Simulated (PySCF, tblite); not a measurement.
**C₇H₇ClN radical: geometry, infrared bands and EPR parameters**

Aim: predict the infrared bands and EPR parameters of C₇H₇ClN radical (`N#CC/C=C/C=[C]\CCl`).

Programs: tblite 0.8.0 and PySCF 2.14.0, with density-fitted response routines of our own. Each step states its level of theory. These are calculated values for one molecule in the gas phase, unless marked as measured. Atoms are numbered from 0 throughout.

### Step 1. The starting structure

16 atoms, charge 0, multiplicity 2; geometry from: force field or distance geometry start.

Bonds of the start (Å): N0–C1 1.17, C1–C2 1.46, C2–C3 1.50, C3–C4 1.34, C4–C5 1.44, C5–C6 1.30, C6–C7 1.46, C7–Cl8 1.77, C2–H9 1.09, C2–H10 1.11, C3–H11 1.10, C4–H12 1.09, C5–H13 1.09, C7–H14 1.09, C7–H15 1.10.

### Step 2. Relaxing the molecule with GFN2-xTB

Job settings and geometry (Å):

```
{"job": {"kind": "relax", "xc": "GFN2-xTB", "basis": "xTB"}, "charge": 0, "multiplicity": 2}
N      4.394400    -0.427500    -1.319400
C      3.545300     0.190500    -0.801800
C      2.513000     0.965100    -0.113500
C      1.451700     0.070100     0.454600
C      0.150000     0.122100     0.147100
C     -0.846300    -0.752900     0.706800
C     -2.093600    -0.651400     0.370500
C     -3.495200    -0.535000    -0.003900
Cl    -3.728100     1.001100    -0.850300
H      2.944000     1.553700     0.699800
H      2.061100     1.680300    -0.824900
H      1.794100    -0.673200     1.193000
H     -0.204800     0.859900    -0.574700
H     -0.531800    -1.506600     1.426500
H     -3.802500    -1.336600    -0.682400
H     -4.158900    -0.550500     0.879300
```

Command:

```
$ OMP_NUM_THREADS=1 python probes_run.py task.json out
```

One launch serves the whole session: the jobs run in the order shown.

**Question.** This job is followed by: GFN2-xTB harmonic vibrations, gas phase; UKS B3LYP, pcH-1 on C Cl H N, non-relativistic, mean-field spin-orbit, GIAO. What will the session give for the following? strongest single infrared mode (GFN2-xTB); zero-point energy (GFN2-xTB); g(iso) (B3LYP); ⟨S²⟩; largest a(iso) (averaged by class); potential on the surface of density 0.002 e/bohr³, 1st and 99th percentile.

As calculated:

| quantity | value |
| --- | --- |
| strongest single infrared mode (GFN2-xTB) | 2413 cm⁻¹, 268 km/mol |
| zero-point energy (GFN2-xTB) | 71.7 kcal/mol |
| g(iso) (B3LYP) | 2.00458 |
| ⟨S²⟩ | 0.763 (exact 0.75) |
| largest a(iso) (averaged by class) | 13C on C6, 149.7 MHz |
| potential on the surface of density 0.002 e/bohr³, 1st and 99th percentile | -1.77 V and 1.40 V |

In words: The optimisation took 70 steps and gained 0.375 eV; among the close pairs (by a distance rule), C7–Cl8 changed most, from 1.769 to 1.942 Å. All 42 modes are real, so the xTB geometry is a minimum. The strongest single mode, at 2413 cm⁻¹, moves mainly C1 and N0. Unscaled tight-binding wavenumbers are off by several per cent, some by more. Its intensities can rank the bands wrongly. C6 carries the largest spin population, 0.89 e. The isotropic g lies 2.3 ppt above the free-electron value. These values are for one conformer; the search (at its own cheap level) found 2 more, at 0.60, 0.99 kcal/mol, and measured spectra average over such forms.
